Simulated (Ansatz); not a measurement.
**SiGeH₅ (doublet): from Hartree-Fock to the top rungs at distance Ge1–H5 along a hydrogen transfer = 1.880 Å, cc-pVDZ**

The task here is to estimate one member of a computed series from the others.

Program: Ansatz 0.2.0, Gaussian basis. Level of theory: cc-pVDZ, core rule «outside noble gas», up to 19 orbitals frozen. These are calculated values, not measurements.

Plan: UHF; CCSD(T) on ROHF; CCSD(T) on UHF; BCCD(T) on ROHF; CISD; CCSDT(Q) on ROHF; CCSDT(Q) on UHF; CASSCF and MRCISD+Q, 3 electrons in 3 orbitals; CASSCF and NEVPT2, 3 electrons in 3 orbitals.

## What is computed

The geometry derives from fragments relaxed apart (PBE0/def2-TZVP) and kept rigid, so it is no stationary point. A hydrogen atom is moved between rigid fragments. No spin-orbit coupling is included. The filled d shell of Ge may be among the frozen orbitals whatever the setting's name suggests; the logs give the count.

7 atoms, charge 0, spin multiplicity 2.

Atoms are counted from 1 here; the program's logs count them from 0.

Bond lengths: Ge1–H2 1.534 Å, Ge1–H3 1.534 Å, Ge1–H4 1.534 Å, Ge1–H5 1.880 Å, Si6–H7 1.532 Å. Angles: H2–Ge1–H3 109.5°, H2–Ge1–H4 109.5°, H2–Ge1–H5 109.5°, H3–Ge1–H4 109.5°, H3–Ge1–H5 109.5°, H4–Ge1–H5 109.5°.

The first run:

File in.yaml:

```yaml
crystal:
  periodic: [false, false, false]
  atoms:
    - {symbol: Ge, position_ang: [-1.046858, 0.014100, 0.000000]}
    - {symbol: H, position_ang: [-1.558308, 1.460699, 0.000001]}
    - {symbol: H, position_ang: [-1.558308, -0.709200, 1.252791]}
    - {symbol: H, position_ang: [-1.558308, -0.709199, -1.252792]}
    - {symbol: H, position_ang: [0.833142, 0.014100, 0.000000]}
    - {symbol: Si, position_ang: [2.733142, 0.014100, 0.000000]}
    - {symbol: H, position_ang: [3.129576, -1.465414, -0.000001]}
basis:
  gaussian: {orbitals: cc-pVDZ}
magnetization: {spin_polarized: true, initial_magnetization: 1}
hamiltonian: {xc: hf}
output: {orbitals: {seedname: orbitals}}
```

Started as:

```
$ ansatz run in.yaml --threads 1 --pin off --events-out ev --progress --plain --max-ram 2816MiB --backend cpu
```

Steps of the session up to this table: UHF; CCSD(T) on ROHF; CCSD(T) on UHF; BCCD(T) on ROHF; CISD; CCSDT(Q) on ROHF; CCSDT(Q) on UHF; CASSCF and MRCISD+Q, 3 electrons in 3 orbitals; CASSCF and NEVPT2, 3 electrons in 3 orbitals.

One table of the session follows, with a row left open; its other results are not shown here.

```
       method  from UCCSDT(Q) (kJ/mol)
         ROHF                   +663.4
          UHF                        ?
         RMP2                   +157.4
         UMP2                   +158.3
         CISD                    +86.2
        RCCSD                    +20.6
        UCCSD                    +20.3
     RCCSD(T)                     +4.6
     UCCSD(T)                     +4.6
      BCCD(T)                     +4.6
       RCCSDT                     +0.7
       UCCSDT                     +0.7
    RCCSDT(Q)                      0.0
    UCCSDT(Q)                        0
  CASSCF pair                   +617.0
  NEVPT2 pair                   +158.7
  MRCISD pair                    +75.7
MRCISD+Q pair                     +6.0
```

**Question.** Estimate the row for UHF.

**Answer.** from UCCSDT(Q) (kJ/mol): +652.0. In the column «from UCCSDT(Q) (kJ/mol)» it lies between CASSCF pair (+617.0) and ROHF (+663.4).

To keep in mind: Restricted and unrestricted rows rest on different reference determinants; where their highest levels disagree by more than a few hundredths of an eV, they describe different states and don't form one ladder.
